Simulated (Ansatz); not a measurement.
# ZnSn2N3: the cost of one run

Method: DFT PBE, scalar-relativistic, plane waves, PAW, unless a step names another level, in Ansatz 0.2.0.

6 further runs of the same task are left out: 6 set aside as unsound or not needed.

**1. What the formula suggests**

Pauling electronegativities: Zn 1.65, Sn 1.96, N 3.04 (spread 1.39). No set of common oxidation states balances it. Tabulated atomic sizes suggest about 16 Å³/atom. 29 candidates were drawn, by swapping species into database cells of other compounds, at random by space group and Wyckoff sites, or by hand, as the table says:

| name | made from | space group no. | Wyckoff sites | atoms (primitive cell) | V (Å³/atom) |
| --- | --- | --- | --- | --- | --- |
| c01 | database cell of Hf2Sb3Pd | 115 | Zn 1b; Sn 2g; N 2g, 1a | 6 | 15.8 |
| c02 | database cell of YB2Ir3 | 12 | Zn 2a; Sn 4g; N 4f, 2d | 6 | 16.4 |
| c03 | random | 47 | Zn 1g; Sn 2q; N 2r, 1h | 6 | 20.3 |
| c04 | database cell of RbAu3Se2 | 164 | Zn 1b; Sn 2d; N 3e | 6 | 18.9 |
| c05 | random | 166 | Zn 3a; Sn 6c; N 6c, 3b | 6 | 16.8 |
| c06 | random | 123 | Zn 1a; Sn 2f; N 2e, 1b | 6 | 18.3 |
| c07 | database cell of LiFe2O3 | 1 | Zn 1a; Sn 1a, 1a; N 1a, 1a, 1a | 6 | 16.8 |
| c08 | database cell of Zr3TiCu2 | 99 | Zn 1b; Sn 1a, 1b; N 1a, 1a, 1b | 6 | 20.5 |
| c09 | database cell of Eu2Si3Au | 187 | Zn 1a; Sn 2i; N 1b, 1c, 1d | 6 | 18.3 |
| c10 | built by hand: LiSi2N3-type ordered wurtzite | 36 | Zn 4a; Sn 8b; N 8b, 4a | 12 | 16.1 |
| c11 | random | 183 | Zn 1a; Sn 2b; N 1a, 2b | 6 | 19.4 |
| c12 | random | 191 | Zn 1b; Sn 2e; N 2d, 1a | 6 | 20.4 |
| c13 | random | 191 | Zn 1b; Sn 2e; N 3g | 6 | 17.5 |
| c14 | database cell of Nd2In3Cu | 156 | Zn 1a; Sn 1b, 1b; N 1c, 1c, 1a | 6 | 17.9 |
| c15 | random | 166 | Zn 3a; Sn 6c; N 9e | 6 | 19.5 |
| c16 | random | 191 | Zn 1b; Sn 2e; N 3f | 6 | 16.7 |
| c17 | built by hand: 111-layered ordered rocksalt | 164 | Zn 1a; Sn 2d; N 2d, 1b | 6 | 16.1 |
| c18 | random | 156 | Zn 1b; Sn 1a, 1b; N 1c, 1c, 1b | 6 | 18.3 |
| c19 | random | 189 | Zn 1b; Sn 2d; N 3g | 6 | 16.2 |
| c20 | random | 47 | Zn 1h; Sn 1c, 1f; N 2s, 1a | 6 | 19.7 |
| c21 | database cell of La2Cu3Ni | 25 | Zn 1d; Sn 1b, 1a; N 1c, 1c, 1d | 6 | 18.6 |
| c22 | database cell of Ti2CuSb3 | 115 | Zn 1a; Sn 2g; N 2g, 1b | 6 | 15.4 |
| c23 | random | 123 | Zn 1a; Sn 1d, 1c; N 2f, 1b | 6 | 19.8 |
| c24 | database cell of PrGa2Co3 | 191 | Zn 1a; Sn 2c; N 3g | 6 | 16.0 |
| c25 | built by hand: Cu2GeSe3-type ordered zincblende | 44 | Zn 2a; Sn 4d; N 4d, 2b | 6 | 16.1 |
| c26 | random | 164 | Zn 1a; Sn 2c; N 2d, 1b | 6 | 19.2 |
| c27 | database cell of Bi3Pt2Pb | 6 | Zn 1b; Sn 1b, 1a; N 1b, 1a, 1a | 6 | 17.8 |
| c28 | built by hand: polar layered Sn(II)/Sn(IV) slab | 156 | Zn 1b; Sn 1c, 1a; N 1b, 1a, 1b | 6 | 16.1 |
| c29 | database cell of Pr2GeRh3 | 166 | Zn 3a; Sn 6c; N 9d | 6 | 16.0 |

**2. Screening run of c02**

Contents of input.yaml:

```yaml
crystal:
  lattice:
    - [2.91959322, -5.05123998, 0.0]
    - [2.91959322, 5.05123998, 0.0]
    - [-0.02209388, 0.0, 3.33122974]
  atoms:
    - { symbol: Zn, position: [0.0, 0.0, 0.0] }
    - { symbol: Sn, position: [0.668, 0.332, 0.0] }
    - { symbol: Sn, position: [0.332, 0.668, 0.0] }
    - { symbol: "N", position: [0.0, 0.5, 0.5] }
    - { symbol: "N", position: [0.5, 0.0, 0.5] }
    - { symbol: "N", position: [0.5, 0.5, 0.5] }
basis:
  ecutwfc: 420
kpoints:
  mp_grid: { grid: [3, 3, 5] }
hamiltonian:
  xc: pbe
scf:
  occupations: { method: gaussian, width: 0.2 }
  lower_state_search: "off"
output:
  forces: true
  stress: true
  eigenvalues: true
relax:
  adjacent_minimum: "off"
  f_tol: 0.08
  max_steps: 16
  cell: { stress_tol: 0.8 }
```

Command:

```sh
ansatz run input.yaml --threads 1 --pin off --max-ram 2560MiB --backend cpu --events-out ev --progress --plain --runs-dir out
```

Q: Estimate wall time and peak memory on 1 thread of AMD EPYC 9R45 (Zen 5), shared host.

About 11 s, with a peak of 0.43 GiB.
